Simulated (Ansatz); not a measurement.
# C₅H₉F₃Si: geometry

Aim: geometry, for C₅H₉F₃Si, with the cost of each level.

Program: Ansatz 0.2.0. Level of theory: the levels named in each step. These are calculated values, not measurements.

## 1. The structure to begin with

Bond lengths (14 of 18 bonds, heavy atoms first): F1–Si2 1.587 Å, Si2–F3 1.589 Å, Si2–F4 1.592 Å, Si2–C5 1.876 Å, C5–C6 1.537 Å, C6–C7 1.533 Å, C7–C8 1.541 Å, C5–C9 1.537 Å, C8–C9 1.533 Å, C5–H10 1.097 Å, C6–H11 1.091 Å, C6–H12 1.089 Å, C7–H13 1.089 Å, C7–H14 1.090 Å. Angles (14 of 36 angles, heavy atoms first): F1–Si2–F3 104.1°, F1–Si2–F4 104.1°, F1–Si2–C5 114.7°, F3–Si2–F4 104.0°, F3–Si2–C5 114.2°, F4–Si2–C5 114.5°, Si2–C5–C6 114.8°, Si2–C5–C9 115.0°, C6–C5–C9 101.7°, C5–C6–C7 103.9°, C6–C7–C8 105.9°, C7–C8–C9 105.9°, C5–C9–C8 104.0°, Si2–C5–H10 109.6°.

Coordinates:

```xyz
18

F     2.1454    0.9748    0.4215
Si    1.0994   -0.2061    0.2521
F     1.5416   -0.9233   -1.0949
F     1.4993   -1.2441    1.3909
C    -0.6988    0.3274    0.2839
C    -1.1028    1.3028   -0.8327
C    -2.6351    1.2881   -0.7997
C    -3.0324   -0.0763   -0.2036
C    -1.7170   -0.8068    0.0889
H    -0.9221    0.8092    1.2433
H    -0.7460    0.9318   -1.7945
H    -0.6937    2.3002   -0.6806
H    -3.0510    1.4304   -1.7957
H    -3.0043    2.0968   -0.1692
H    -3.6566   -0.6495   -0.8870
H    -3.5959    0.0649    0.7185
H    -1.7872   -1.4557    0.9603
H    -1.4301   -1.4177   -0.7681
```

## 2. A rough first relaxation, PBE-D4/def2-SVP

Contents of input.yaml:

```yaml
crystal:
  periodic: [false, false, false]
  atoms:
    - { symbol: F, position_ang: [2.14535, 0.97481, 0.42154] }
    - { symbol: Si, position_ang: [1.0994, -0.20611, 0.25208] }
    - { symbol: F, position_ang: [1.54164, -0.92334, -1.09487] }
    - { symbol: F, position_ang: [1.49931, -1.24412, 1.39095] }
    - { symbol: C, position_ang: [-0.69882, 0.32739, 0.2839] }
    - { symbol: C, position_ang: [-1.10278, 1.30278, -0.83275] }
    - { symbol: C, position_ang: [-2.63513, 1.28808, -0.79973] }
    - { symbol: C, position_ang: [-3.03238, -0.07633, -0.20365] }
    - { symbol: C, position_ang: [-1.71698, -0.80679, 0.08887] }
    - { symbol: H, position_ang: [-0.92212, 0.80915, 1.2433] }
    - { symbol: H, position_ang: [-0.74602, 0.93178, -1.79453] }
    - { symbol: H, position_ang: [-0.69368, 2.30024, -0.68059] }
    - { symbol: H, position_ang: [-3.05098, 1.43042, -1.79572] }
    - { symbol: H, position_ang: [-3.00434, 2.09678, -0.16919] }
    - { symbol: H, position_ang: [-3.65656, -0.64955, -0.88703] }
    - { symbol: H, position_ang: [-3.59593, 0.06488, 0.71851] }
    - { symbol: H, position_ang: [-1.78723, -1.45572, 0.96031] }
    - { symbol: H, position_ang: [-1.43009, -1.41774, -0.76807] }
basis:
  gaussian: { orbitals: def2-SVP }
hamiltonian:
  xc: pbe
  dispersion: d4
relax:
  f_tol: 0.03
  max_steps: 200
```

Launch:

```console
$ ansatz run input.yaml --threads 4 --pin off --max-ram 10240MiB --backend cpu --events-out ev --progress --plain --runs-dir out
```

After this run come: Relaxation, PBE0-D4/def2-TZVP.

**Question.** What will these runs give? Wanted: F1–Si2 at PBE0-D4/def2-TZVP; Si2–F3 at PBE0-D4/def2-TZVP; Si2–F4 at PBE0-D4/def2-TZVP.

As calculated:

| quantity | value |
| --- | --- |
| F1–Si2 at PBE0-D4/def2-TZVP | 1.581 Å |
| Si2–F3 at PBE0-D4/def2-TZVP | 1.582 Å |
| Si2–F4 at PBE0-D4/def2-TZVP | 1.581 Å |

What this shows: The table above holds the result.
